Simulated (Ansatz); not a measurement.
GdAg, space group Pm-3m, an equation of state with a fit

With Ansatz 0.2.0, Python API.

At the Python prompt:
```pycon
>>> import ansatz as az
>>> import numpy as np
>>> from pymatgen.analysis.eos import EOS
>>> DISPERSION = 'd4'
>>> CUTOFF_EV = 500
>>> KMESH = (8, 8, 8)
>>> vectors0 = np.array([
...     [3.653, 0.0, 0.0],
...     [0.0, 3.653, 0.0],
...     [0.0, 0.0, 3.653],
... ])
>>> sites = [
...     ('Gd', (0.5, 0.5, 0.5), 4.9),
...     ('Ag', (0.0, 0.0, 0.0), 0.0),
... ]
>>> def crystal_on(cell):
...     crystal = az.Crystal(lattice=az.Lattice.of(cell))
...     for symbol, position, moment in sites:
...         crystal = crystal.atom(symbol, position, moment=moment or None)
...     return crystal
...
>>> # uniform scaling of the cell
>>> volumes, energies, pressures = [], [], []
>>> for scale in np.linspace(0.92, 1.08, 7):
...     cell = vectors0 * scale ** (1 / 3)
...     job = crystal_on(cell).calculation()
...     job = job.functional(az.Functional.PBESOL, dispersion=DISPERSION)
...     job = job.pseudopotentials('paw').occupations(az.OccupationsMethod.FERMI_DIRAC)
...     job = job.spin('collinear')
...     job = job.basis(CUTOFF_EV)
...     job = job.kpoints(*KMESH)
...     job = job.stress()
...     data = job.run(threads=1, backend='cpu').report
...     volumes.append(abs(np.linalg.det(cell)) / len(sites))
...     energies.append(data['free_energy_ev'] / len(sites))
...     pressures.append(np.trace(data['stress_gpa']) / 3)
...     print(f'V = {volumes[-1]:8.4f} A^3/atom  F = {energies[-1]:.5f} eV/atom  P = {pressures[-1]:8.3f} GPa')
...
DeckWarning: where an SCF of this run starts from atoms to list the orders of its open shells, Gd (site 0, from 0) starts with 6.64 μB on its 4f shell, in the place of the 4.90 μB that the deck gives [...]
V =  22.4237 A^3/atom  F = -8375.67382 eV/atom  P =    2.012 GPa
V =  23.0736 A^3/atom  F = -8375.67751 eV/atom  P =   -0.141 GPa
V =  23.7236 A^3/atom  F = -8375.67311 eV/atom  P =   -1.978 GPa
V =  24.3736 A^3/atom  F = -8375.66183 eV/atom  P =   -3.545 GPa
V =  25.0235 A^3/atom  F = -8375.64467 eV/atom  P =   -4.879 GPa
V =  25.6735 A^3/atom  F = -8375.62251 eV/atom  P =   -6.013 GPa
V =  26.3234 A^3/atom  F = -8375.59612 eV/atom  P =   -6.973 GPa
>>> for form in ['vinet']:
...     fit = EOS(eos_name=form).fit(volumes, energies)
...     print(f'{form:18s} V0 {fit.v0:8.4f} A^3/atom  B0 {fit.b0_GPa:7.1f} GPa  B1 {fit.b1:5.2f}')
...
vinet              V0  23.0281 A^3/atom  B0    71.1 GPa  B1  4.57
```

A third-order Birch-Murnaghan fit through the 7 points (the script's own form differs a little) has its minimum at 23.03 Å³ an atom, 5.5 % below the typed cell, with a bulk modulus of 71 GPa and dB/dP = 4.7. From that minimum the energy rises by 3.7 meV an atom on the compressed side and 81.4 meV on the expanded side. The window is off centre, so dB/dP is rough.

Total energies depend on the potentials; only differences at equal settings carry meaning. Open f shells: without a Hubbard U, without spin-orbit coupling; the state reached hangs on the start and needn't be the lowest. Dispersion corrections can be off by several per cent in the lattices of metals, and by several GPa in the pressure at a fixed cell. For a metal this k-point mesh is coarse: on a finer one energies can move by several to tens of meV an atom and pressures by half a GPa or more, differences at one mesh by less. Pressure is positive in compression. The structure is a deposited one; some such entries were measured under pressure or heat, so a shift against it needn't be the functional's error alone. Warnings are shown shortened and without file and line. Hardware and time: 54 s on 1 thread of Arm Neoverse V2, with other jobs on the host, peak memory 0.6 GiB.
